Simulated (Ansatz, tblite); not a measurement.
# Ga9As9 wurtzite hole sphere (Ga9As9H24): a ladder of methods and basis sets

Aim: run the singlet of Ga9As9 wurtzite hole sphere (Ga9As9H24) at one geometry on many levels, and compare frontier levels, spin and run time.

The runs use Ansatz 0.2.0, Gaussian basis; as each input shows.

Plan: GFN1-xTB, GFN2-xTB, PBE-D4/def2-TZVP, r2SCAN-D4/def2-TZVP, PBE-D4/def2-SVP, PBE0-D4/def2-SVP.

1 further run of the same task is left out (set aside as unsound or not needed).

## 1. The structure

The geometry is that of the singlet, from an earlier relaxation (PBE-D4/def2-SVP).

42 atoms, charge 0, spin multiplicity 1.

Bond lengths: Ga1–As2 2.556 Å, Ga1–As3 2.500 Å, Ga1–H19 1.577 Å, Ga1–H20 1.577 Å, As2–Ga5 2.495 Å, As2–H21 1.526 Å, As2–H22 1.526 Å, As3–Ga4 2.470 Å, As3–Ga11 2.470 Å, As3–H23 1.528 Å, Ga4–As6 2.506 Å, Ga4–As7 2.470 Å, Ga4–H24 1.578 Å, Ga5–As6 2.476 Å, Ga5–As12 2.476 Å, Ga5–H25 1.575 Å, As6–Ga9 2.476 Å, As6–H26 1.527 Å and more. Angles: As2–Ga1–As3 94.7°, As2–Ga1–H19 105.1°, As2–Ga1–H20 105.1°, As3–Ga1–H19 110.5°, As3–Ga1–H20 110.5°, H19–Ga1–H20 125.9°, Ga1–As2–Ga5 124.4°, Ga1–As2–H21 110.7°, Ga1–As2–H22 110.7°, Ga5–As2–H21 105.3°, Ga5–As2–H22 105.4°, H21–As2–H22 96.8°, Ga1–As3–Ga4 113.1°, Ga1–As3–Ga11 113.0°, Ga1–As3–H23 106.0°, Ga4–As3–Ga11 116.0°, Ga4–As3–H23 103.6°, Ga11–As3–H23 103.6° and more.

PBE0-D4/def2-TZVP was run before; its log isn't repeated, and its numbers join the tables.

## 2. GFN1-xTB

Tight binding, by tblite at 300 K electronic temperature and without a spin-polarisation term:

```python
tblite.interface.Calculator('GFN1-xTB', numbers, positions, charge=0, uhf=0).singlepoint()
```

Energy -1265.7075 eV, HOMO -10.55 eV, LUMO -6.61 eV; 0.29 s.

## 3. GFN2-xTB

Tight binding, by tblite at 300 K electronic temperature and without a spin-polarisation term:

```python
tblite.interface.Calculator('GFN2-xTB', numbers, positions, charge=0, uhf=0).singlepoint()
```

Energy -1204.8778 eV, HOMO -10.73 eV, LUMO -6.54 eV; 0.28 s.

## 4. PBE-D4/def2-TZVP

start.molden holds the orbitals of an earlier run on this state, given as this run's starting guess.

Input file in.yaml:

```yaml
crystal:
  periodic: [false, false, false]
  atoms:
    - {symbol: Ga, position_ang: [0.002221, -4.778967, -1.482466]}
    - {symbol: As, position_ang: [-0.005359, -4.513842, 1.059736]}
    - {symbol: As, position_ang: [-0.000046, -2.322335, -1.944430]}
    - {symbol: Ga, position_ang: [-2.095169, -1.210311, -1.254994]}
    - {symbol: Ga, position_ang: [0.000102, -2.319116, 2.246958]}
    - {symbol: As, position_ang: [-1.905763, -1.098946, 1.241692]}
    - {symbol: As, position_ang: [-2.009722, 1.159484, -1.946508]}
    - {symbol: Ga, position_ang: [-4.138298, 2.386982, -1.487768]}
    - {symbol: Ga, position_ang: [-2.009407, 1.162516, 2.244863]}
    - {symbol: As, position_ang: [-3.908044, 2.260381, 1.054756]}
    - {symbol: Ga, position_ang: [2.095323, -1.210443, -1.255783]}
    - {symbol: As, position_ang: [1.906229, -1.100209, 1.240966]}
    - {symbol: As, position_ang: [2.009896, 1.159543, -1.946922]}
    - {symbol: Ga, position_ang: [0.000197, 2.419146, -1.257234]}
    - {symbol: Ga, position_ang: [2.010791, 1.161227, 2.244343]}
    - {symbol: As, position_ang: [0.000924, 2.201690, 1.239654]}
    - {symbol: Ga, position_ang: [4.136708, 2.390164, -1.488354]}
    - {symbol: As, position_ang: [3.912183, 2.254269, 1.054182]}
    - {symbol: H, position_ang: [-1.400325, -5.408641, -1.833960]}
    - {symbol: H, position_ang: [1.409411, -5.403112, -1.825302]}
    - {symbol: H, position_ang: [-1.154138, -5.303463, 1.680615]}
    - {symbol: H, position_ang: [1.127764, -5.318415, 1.690129]}
    - {symbol: H, position_ang: [-0.000410, -2.180078, -3.465902]}
    - {symbol: H, position_ang: [-3.409917, -1.969511, -1.685124]}
    - {symbol: H, position_ang: [0.000596, -2.426301, 3.818775]}
    - {symbol: H, position_ang: [-3.140359, -1.811814, 1.789106]}
    - {symbol: H, position_ang: [-1.884850, 1.086561, -3.467762]}
    - {symbol: H, position_ang: [-5.382722, 1.481506, -1.832410]}
    - {symbol: H, position_ang: [-3.980547, 3.916439, -1.838579]}
    - {symbol: H, position_ang: [-2.103798, 1.217678, 3.816527]}
    - {symbol: H, position_ang: [-5.170212, 1.675976, 1.682541]}
    - {symbol: H, position_ang: [-4.023883, 3.649071, 1.676684]}
    - {symbol: H, position_ang: [3.409997, -1.969415, -1.686506]}
    - {symbol: H, position_ang: [3.141155, -1.812721, 1.788072]}
    - {symbol: H, position_ang: [1.884859, 1.086850, -3.468175]}
    - {symbol: H, position_ang: [-0.000073, 3.936909, -1.688885]}
    - {symbol: H, position_ang: [2.105173, 1.216485, 3.816011]}
    - {symbol: H, position_ang: [0.001152, 3.627769, 1.785879]}
    - {symbol: H, position_ang: [5.383077, 1.489910, -1.839433]}
    - {symbol: H, position_ang: [3.973377, 3.920482, -1.832908]}
    - {symbol: H, position_ang: [5.171688, 1.657472, 1.675607]}
    - {symbol: H, position_ang: [4.040210, 3.639102, 1.682308]}
basis:
  gaussian: {orbitals: def2-TZVP, fitting: {mean_field: def2-universal-jkfit}, initial_orbitals: start.molden}
hamiltonian: {xc: pbe, dispersion: d4}
scf: {omitted_lower_state_checks: [starts]}
output: {forces: true, orbitals: {seedname: orbitals}}
```

Command:

```console
$ ansatz run in.yaml --threads 11 --pin off --events-out ev --progress --plain --max-ram 174080MiB --backend cuda --devices 0, --max-vram 75GiB
```

The runs that follow: r2SCAN-D4/def2-TZVP; PBE-D4/def2-SVP; PBE0-D4/def2-SVP.

Before running them: what should the planned runs give, taken together? Wanted: gap in def2-TZVP, named functionals, smallest and largest; binding an atom, functionals in def2-TZVP; PBE0 total energy, smallest basis above largest.

As calculated:

| quantity | value |
| --- | --- |
| gap in def2-TZVP, named functionals, smallest and largest | 3.71 eV (PBE-D4), 5.36 eV (PBE0-D4) |
| binding an atom, functionals in def2-TZVP | 2.61 (PBE0-D4) to 2.63 eV (r2SCAN-D4) |
| PBE0 total energy, smallest basis above largest | 127.93 eV (def2-SVP, def2-TZVP) |

**Reading.** Orbital gaps of the named functionals in def2-TZVP span 3.71 eV (PBE-D4) to 5.36 eV (PBE0-D4); exact exchange widens it.
